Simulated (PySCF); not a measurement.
# C3H7BSi: the cost of one run

Computed with PySCF 2.14.0, with density-fitted response routines of our own, on a single molecule in the gas phase. Atoms are numbered from 0 throughout.

## Step 1: The starting structure

12 atoms, charge 0, multiplicity 1; geometry from: PBE0-D3(BJ)/def2-SVP.

Bonds of the start (Å): B0–C1 1.51, C1–Si2 1.98, Si2–C3 1.83, C3–C4 1.33, C3–C1 1.48, B0–H5 1.21, B0–H6 1.21, C1–H7 1.10, Si2–H8 1.48, Si2–H9 1.48, C4–H10 1.09, C4–H11 1.10.

## Step 2: Shielding tensors: PBE0/pcSseg-2

The job: settings as JSON, then the geometry in Å.

```
{"job": {"kind": "nmr", "xc": "PBE0", "basis": "pcSseg-2", "pop": false}, "charge": 0, "multiplicity": 1}
B      1.671097    -0.266574     0.661186
C      0.722804    -0.110332    -0.502267
Si    -0.654696    -1.086839     0.525239
C     -0.618805     0.503001    -0.382601
C     -1.253831     1.572437    -0.850916
H      1.432818     0.270318     1.721661
H      2.661461    -0.948398     0.534646
H      0.970826    -0.577362    -1.467761
H     -1.176951    -2.293481    -0.161271
H     -0.666193    -1.156634     2.003592
H     -2.307257     1.753847    -0.622159
H     -0.737928     2.312849    -1.473054
```

Level: GIAO PBE0/pcSseg-2 NMR shielding, non-relativistic, gas phase.

Launch:

```bash
$ OMP_NUM_THREADS=1 python probes_run.py task.json out
```

One launch serves the whole session: the jobs run in the order shown.

**Question.** How long does this first job take on 1 thread of Arm Neoverse V1, shared host, and how much memory does it need?

About 39 s, with a peak of 1.1 GiB.
